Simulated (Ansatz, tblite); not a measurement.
# The cluster Sn3H4: which isomer is lowest

An exercise on one series of results from a longer session: the logs are not shown, and one member is left open.

Method: relaxed with PBE-D4/def2-SVP, singlet; program: Ansatz 0.2.0, Gaussian basis.

1 further run of the same task is left out (set aside as unsound or not needed). Runs told in other sessions of the task aren't counted.

**The starting structure**

7 atoms, charge 0, spin multiplicity 1.

Atoms are counted from 1 here; the program's logs count them from 0.

Bond lengths: Sn1–Sn2 2.986 Å, Sn1–Sn3 2.895 Å, Sn1–H5 1.871 Å, Sn1–H7 1.938 Å, Sn2–Sn3 3.061 Å, Sn2–H4 1.880 Å, Sn2–H6 1.773 Å, Sn3–H4 1.993 Å, Sn3–H5 2.031 Å, Sn3–H7 1.924 Å. Angles: Sn2–Sn1–Sn3 62.7°, Sn2–Sn1–H5 94.7°, Sn2–Sn1–H7 81.2°, Sn3–Sn1–H5 44.3°, Sn3–Sn1–H7 41.3°, H5–Sn1–H7 71.8°, Sn1–Sn2–Sn3 57.2°, Sn1–Sn2–H4 91.4°, Sn1–Sn2–H6 98.9°, Sn3–Sn2–H4 39.1°, Sn3–Sn2–H6 75.2°, H4–Sn2–H6 85.7°, Sn1–Sn3–Sn2 60.1°, Sn1–Sn3–H4 91.9°, Sn1–Sn3–H5 40.0°, Sn1–Sn3–H7 41.6°, Sn2–Sn3–H4 36.5°, Sn2–Sn3–H5 89.2° and more.

Geometry (Å):

```mol
H4Sn3
  3D, bonds by distance, orders not assigned

  7 10  0  0  0  0  0  0  0  0999 V2000
    1.0428   -0.6764   -1.4739 Sn  0  0
   -1.6160   -0.9121   -0.1363 Sn  0  0
    0.4915    1.1382    0.7133 Sn  0  0
   -1.4708    0.8268    0.5624 H   0  0
    1.9437   -0.1290    0.0719 H   0  0
   -1.0732   -1.4555    1.4621 H   0  0
    0.6820    1.2080   -1.1995 H   0  0
  1  2  8  0
  1  3  8  0
  1  5  8  0
  1  7  8  0
  2  3  8  0
  2  4  8  0
  2  6  8  0
  3  4  8  0
  3  5  8  0
  3  7  8  0
M  END
```

Sn takes a core potential in the def2 sets. No spin-orbit coupling is included.

A search from random starts with GFN1-xTB found 17 distinct shapes; 3 go on here. The structure above is candidate A, which lies 0.00 eV above the lowest at that level; B lies 0.51 eV above the lowest at that level; C lies 0.73 eV above the lowest at that level.

The first run:

in.yaml reads:

```yaml
crystal:
  periodic: [false, false, false]
  atoms:
    - {symbol: Sn, position_ang: [1.042840, -0.676380, -1.473860]}
    - {symbol: Sn, position_ang: [-1.616000, -0.912130, -0.136250]}
    - {symbol: Sn, position_ang: [0.491460, 1.138180, 0.713260]}
    - {symbol: H, position_ang: [-1.470790, 0.826850, 0.562420]}
    - {symbol: H, position_ang: [1.943680, -0.129020, 0.071920]}
    - {symbol: H, position_ang: [-1.073200, -1.455460, 1.462060]}
    - {symbol: H, position_ang: [0.682010, 1.207960, -1.199540]}
basis:
  gaussian: {orbitals: def2-SVP}
hamiltonian: {xc: pbe, dispersion: d4}
scf: {omitted_lower_state_checks: [starts]}
output: {orbitals: {seedname: orbitals}}
relax: {f_tol: 0.02, max_steps: 100}
```

The run is started by

```sh
$ ansatz run in.yaml --threads 4 --pin off --events-out ev --progress --plain --max-ram 3916MiB
```

Steps of the session up to this table: Relaxing candidate A; Relaxing candidate B; Relaxing candidate C; Candidate B, PBE0-D4/def2-TZVP; Candidate B, PBE-D4/def2-TZVP; Candidate B, r2SCAN-D4/def2-TZVP; Candidate B, HSE06-D4/def2-TZVP; Candidate B, LDA/def2-TZVP; Candidate B, CCSD(T)/def2-TZVP; Candidate C, PBE0-D4/def2-TZVP; Candidate C, PBE-D4/def2-TZVP; Candidate C, r2SCAN-D4/def2-TZVP; Candidate C, HSE06-D4/def2-TZVP; Candidate C, LDA/def2-TZVP; Candidate C, CCSD(T)/def2-TZVP.

One table of the session follows, with a row left open; its other results are not shown here.

It belongs to the step «C against A». 

```
             method  C above A (eV)
           GFN1-xTB           0.655
           GFN2-xTB           0.680
       HF/def2-TZVP           0.288
      LDA/def2-TZVP           0.751
   PBE-D4/def2-TZVP           0.702
r2SCAN-D4/def2-TZVP           0.648
  PBE0-D4/def2-TZVP           0.666
 HSE06-D4/def2-TZVP           0.661
      MP2/def2-TZVP               ?
     CCSD/def2-TZVP           0.545
  CCSD(T)/def2-TZVP           0.584
```

**Question.** Estimate the row for MP2/def2-TZVP.

**Answer.** C above A (eV): 0.752. In the column «C above A (eV)» it is the highest.

Limits of these values: The search was small, so a lower isomer may exist. Only singlets are compared; another spin may lie lower and prefer another shape.
